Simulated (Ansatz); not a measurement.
Crystal: BIr.

```xyz
2
Lattice="3.0421 0.0000 0.0000 -1.5211 2.6345 0.0000 0.0000 0.0000 2.7030" Properties=species:S:1:pos:R:3 pbc="T T T"
Ir    1.5211    0.8782    0.0000
B     0.0000    0.0000    1.3515
```

The cell comes from a database or a generator and needn't be the stable form of this composition.

```yaml
Program: Ansatz 0.2.0
Task: relaxation of cell and atoms
Functional: revPBE
Potentials_or_basis: Ansatz PAW
Cutoff: "420 eV (not typed: the program's choice for these potentials)"
k_mesh: 10 × 10 × 10
Occupations: fermi-dirac, width 0.05 eV
Spin: no spin polarisation
```

At the start: volume 10.83 Å³/atom.

Q: Where does the relaxation end?

A: It ends after 5 steps and the volume is 11.00 Å³/atom (+1.6 %); space group P-6m2 (No. 187, to 0.05 Å).

Step by step:
```
step  energy change (eV)  largest force (eV/Å)  volume (Å³)
   1              0.0000                0.0000        21.66
   2             -0.0048                0.0000        22.11
   3             -0.0057                0.0000        22.02
   4             -0.0057                0.0000        22.01
   5             -0.0061                0.0000        22.01
```

Final structure:
```cif
data_structure
_symmetry_space_group_name_H-M 'P 1'
_symmetry_Int_Tables_number 1
_cell_length_a 3.0547
_cell_length_b 3.0547
_cell_length_c 2.7236
_cell_angle_alpha 90.000
_cell_angle_beta 90.000
_cell_angle_gamma 120.000
_cell_volume 22.01
loop_
_atom_site_label
_atom_site_type_symbol
_atom_site_fract_x
_atom_site_fract_y
_atom_site_fract_z
_atom_site_occupancy
Ir1 Ir 0.66667 0.33333 0.00000 1
B1 B 0.00000 0.00000 0.50000 1
```

Caveat: the plane-wave basis is chosen anew once the cell has moved, so the energies of steps on either side of that aren't comparable; the PAW data sets come from PBE, with cores solved anew for the run's functional, which leaves a small shift of forces and pressure.
